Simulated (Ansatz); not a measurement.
# C₂H₈Se₂Si: up Jacob's ladder to CCSD(T)

An exercise on one series of results from a longer session: the logs are not shown, and one member is left open.

Program: Ansatz 0.2.0, Gaussian basis. Level of theory: functionals in def2-TZVPP, the program's frozen cores in correlated methods. These are calculated values, not measurements.

Levels to be run: LDA (SPW92), PBE-D4, revPBE-D4, BLYP-D4, r2SCAN-D4, B97M-V, PBE0-D4, B3LYP-D4, r2SCANh-D4, r2SCAN0-D4, HSE06-D4, BHLYP-D4, CAM-B3LYP-D4, LC-ωPBE, ωB97X-V, ωB97M-V, B2PLYP, PBE-QIDH; CCSD(T)/def2-SVP; CCSD(T)/def2-TZVPP; MP2/def2-QZVPP; extrapolation to the limit; RPA on PBE.

### Structure used throughout

All runs share one geometry, relaxed beforehand with PBE0-D4 in a triple-zeta def2 set.

13 atoms, charge 0, spin multiplicity 1.

Atoms are counted from 1 here; the program's logs count them from 0.

Bond lengths: C1–Si2 1.862 Å, C1–H6 1.094 Å, C1–H7 1.092 Å, C1–H8 1.092 Å, Si2–Se3 2.288 Å, Si2–H9 1.487 Å, Si2–H10 1.489 Å, Se3–Se4 2.335 Å, Se4–C5 1.946 Å, C5–H11 1.087 Å, C5–H12 1.088 Å, C5–H13 1.091 Å. Angles: Si2–C1–H6 110.3°, Si2–C1–H7 110.7°, Si2–C1–H8 110.0°, H6–C1–H7 108.7°, H6–C1–H8 108.5°, H7–C1–H8 108.6°, C1–Si2–Se3 112.1°, C1–Si2–H9 110.9°, C1–Si2–H10 111.4°, Se3–Si2–H9 108.4°, Se3–Si2–H10 104.9°, H9–Si2–H10 108.9°, Si2–Se3–Se4 94.7°, Se3–Se4–C5 99.3°, Se4–C5–H11 109.9°, Se4–C5–H12 110.0°, Se4–C5–H13 106.1°, H11–C5–H12 110.9° and more.

Set-up of the first run:

Input file in.yaml:

```yaml
crystal:
  periodic: [false, false, false]
  atoms:
    - {symbol: C, position_ang: [-2.040072, -0.506349, 1.109630]}
    - {symbol: Si, position_ang: [-0.520529, -1.319054, 0.404201]}
    - {symbol: Se, position_ang: [1.407649, -0.437491, 1.265560]}
    - {symbol: Se, position_ang: [1.078286, 1.680503, 0.339201]}
    - {symbol: C, position_ang: [1.915416, 1.399526, -1.395404]}
    - {symbol: H, position_ang: [-2.941462, -0.925381, 0.653851]}
    - {symbol: H, position_ang: [-2.091752, -0.657903, 2.189400]}
    - {symbol: H, position_ang: [-2.017533, 0.566447, 0.908391]}
    - {symbol: H, position_ang: [-0.481695, -1.175373, -1.075711]}
    - {symbol: H, position_ang: [-0.468556, -2.766770, 0.749953]}
    - {symbol: H, position_ang: [2.966678, 1.154160, -1.264196]}
    - {symbol: H, position_ang: [1.396754, 0.609841, -1.934798]}
    - {symbol: H, position_ang: [1.817315, 2.343042, -1.935179]}
basis:
  gaussian: {orbitals: def2-TZVPP}
hamiltonian: {xc: lda}
output: {orbitals: {seedname: orbitals}}
```

Among the steps run: LDA; PBE-D4 (GGA); revPBE-D4 (GGA); BLYP-D4 (GGA); r2SCAN-D4 (meta-GGA); B97M-V (meta-GGA); PBE0-D4 (hybrid); B3LYP-D4 (hybrid); r2SCANh-D4 (hybrid); r2SCAN0-D4 (hybrid); HSE06-D4 (hybrid); BHLYP-D4 (hybrid); CAM-B3LYP-D4 (range-separated); LC-ωPBE (range-separated); ωB97X-V (range-separated); ωB97M-V (range-separated); B2PLYP (double hybrid); PBE-QIDH (double hybrid).

One of the session's tables, all rows but one given; the rest of the session is left out.

It belongs to the step «Frontier levels by functional». 

```
  functional  HOMO (eV)  LUMO (eV)  gap (eV)
 LDA (SPW92)      -5.48      -2.47      3.01
      PBE-D4      -5.34      -2.23      3.11
   revPBE-D4      -5.29      -2.14      3.15
     BLYP-D4      -5.18      -2.11      3.07
   r2SCAN-D4      -5.58      -2.10      3.48
      B97M-V      -5.71      -1.96      3.75
     PBE0-D4      -6.46      -1.37      5.08
    B3LYP-D4      -6.23      -1.59      4.64
  r2SCANh-D4      -5.99      -1.79      4.21
  r2SCAN0-D4      -6.61      -1.31      5.30
    HSE06-D4          ?          ?         ?
    BHLYP-D4      -7.43      -0.42      7.01
CAM-B3LYP-D4      -7.71      -0.33      7.39
     LC-ωPBE      -9.03       0.81      9.84
     ωB97X-V      -8.71       0.69      9.41
     ωB97M-V      -8.58       0.55      9.12
```

Q: Estimate the row for HSE06-D4 from the others.

The run gave: HOMO (eV): -6.07; LUMO (eV): -1.75; gap (eV): 4.32. In the column «HOMO (eV)» it lies between B3LYP-D4 (-6.23) and r2SCANh-D4 (-5.99).
